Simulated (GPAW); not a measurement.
Wanted: an ASE script for a GPAW 26.7.0 run.

- Task: single point
- Functional: PBE
- Potentials or basis: GPAW PAW data sets (gpaw-data 1.2.1)
- Cutoff: 600 eV
- Basis: pw
- k mesh: 6 × 6 × 6
- Occupations: fermi-dirac, width 0.05 eV
- Spin: no spin polarisation
- Maxiter: 150

The structure of K3Ge lies in K3Ge.xyz:

```xyz
4
Lattice="0.0000000000 4.3110110000 4.3110110000 4.3110110000 0.0000000000 4.3110110000 4.3110110000 4.3110110000 0.0000000000" Properties=species:S:1:pos:R:3 pbc="T T T"
Ge    -0.0416228112      0.0493007218     -0.0239476661
K      4.3169386401      4.3009965214      4.3404034730
K      6.4428059395      6.4264413417      6.3959366279
K      2.1919680310      2.1571264401      2.1455815527
```

The cell comes from a database or a generator and needn't be the stable form of this composition.

The cell isn't the ideal one: atoms moved at random, drawn with an rms of 0.05 Å.

One way to write it, as run:

run.py

```python
from ase.dft.bandgap import bandgap
from ase.io import read, write
from ase.units import GPa
from gpaw import GPAW, PW

atoms = read('K3Ge.xyz')

calc = GPAW(mode=PW(600),
            xc='PBE',
            kpts={'size': (6, 6, 6), 'gamma': True},
            occupations={'name': 'fermi-dirac', 'width': 0.05},
            nbands=28,
            convergence={'density': 1e-05, 'energy': 1e-05},
            maxiter=150,
            txt='gpaw.txt')
atoms.calc = calc
energy = atoms.get_potential_energy()
forces = atoms.get_forces()
stress = atoms.get_stress()
calc.write('gs.gpw')
write('result.traj', atoms)
print(f'Energy: {energy:.6f} eV')
print('Forces (eV/A):')
print(forces.round(4))
print('Stress (GPa):', (stress / GPa).round(3))
print('Fermi level:', round(calc.get_fermi_level(), 4), 'eV')
print(f'Gap: {bandgap(calc)[0]:.4f} eV, direct: {bandgap(calc, direct=True)[0]:.4f} eV')
```

Potentials or basis: GPAW PAW data sets (gpaw-data 1.2.1), pw.

Command:

```bash
$ OMP_NUM_THREADS=1 python run.py
```

It gave:

```
Pressure               : 0.1 GPa
Largest force          : 0.107 eV/Å
Band gap on the k mesh : none (metal or under the smearing width)
```

It took 5.7 min on 1 thread of Arm Neoverse V1, with other jobs on the host, peak memory 0.59 GiB.
